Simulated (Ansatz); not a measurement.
# GeH3IO (SMILES [OH][GeH2][I]): single points off equilibrium

The task here is to estimate one member of a computed series from the others.

Program: Ansatz 0.2.0, Gaussian basis. Level of theory: single points in def2-TZVPP. These are calculated values, not measurements.

Cores are frozen in the correlated methods. Filled d shells of the heavier atoms are correlated. Core potentials replace the inner electrons past krypton, and spin-orbit coupling is left out.

### Starting geometry

SMILES `[OH][GeH2][I]`, 6 atoms, charge 0, spin multiplicity 1.

Atoms are counted from 1 here; the program's logs count them from 0.

Bond lengths: O1–Ge2 1.852 Å, O1–H4 0.935 Å, Ge2–I3 2.580 Å, Ge2–H5 1.129 Å. Angles: Ge2–O1–H4 127.7°, O1–Ge2–I3 99.8°, O1–Ge2–H5 109.5°, I3–Ge2–H5 102.4°.

Geometry (Å):

```xyz
6
charge 0, multiplicity 1
O    -0.5665   -1.1904   -0.0415
Ge    0.5596    0.2771    0.0541
I    -1.1795    2.1754   -0.1152
H    -1.1394   -1.4270   -0.7421
H     1.1276    0.3809   -0.9166
H     1.2284    0.5249    1.5271
```

The first run:

Contents of run/in.yaml:

```yaml
crystal:
  periodic: [false, false, false]
  atoms:
    - {symbol: O, position_ang: [-0.566500, -1.190400, -0.041500]}
    - {symbol: Ge, position_ang: [0.559600, 0.277100, 0.054100]}
    - {symbol: I, position_ang: [-1.179500, 2.175400, -0.115200]}
    - {symbol: H, position_ang: [-1.139400, -1.427000, -0.742100]}
    - {symbol: H, position_ang: [1.127600, 0.380900, -0.916600]}
    - {symbol: H, position_ang: [1.228400, 0.524900, 1.527100]}
basis:
  gaussian: {orbitals: def2-TZVPP}
correlation: {method: ccsd_t}
output: {forces: true}
```

No record of the launch command was kept for these runs.

Among the steps run: CCSD(T)/def2-TZVPP; PBE0-D4/def2-TZVPP; wB97M-V/def2-TZVPP; r2SCAN-D4/def2-TZVPP; PBE-D4/def2-TZVPP; HSE06-D4/def2-TZVPP; CAM-B3LYP-D4/def2-TZVPP.

One table of the session follows, with a row left open; its other results are not shown here.

| method | RMS force component (eV/Å) | angle to CCSD(T) forces (°) | dipole (D) |
| --- | --- | --- | --- |
| CCSD(T) | 6.304 | reference | 2.47 |
| PBE0-D4 | 6.323 | 0.6 | 2.45 |
| wB97M-V | 6.309 | 0.6 | 2.57 |
| r2SCAN-D4 | ? | ? | ? |
| PBE-D4 | 6.241 | 2.1 | 2.30 |
| HSE06-D4 | 6.322 | 0.6 | 2.45 |
| CAM-B3LYP-D4 | 6.291 | 0.7 | 2.53 |

Estimate the missing values for r2SCAN-D4.

The run gave: RMS force component (eV/Å): 6.258; angle to CCSD(T) forces (°): 0.6; dipole (D): 2.43. In the column «RMS force component (eV/Å)» it lies between PBE-D4 (6.241) and CAM-B3LYP-D4 (6.291).
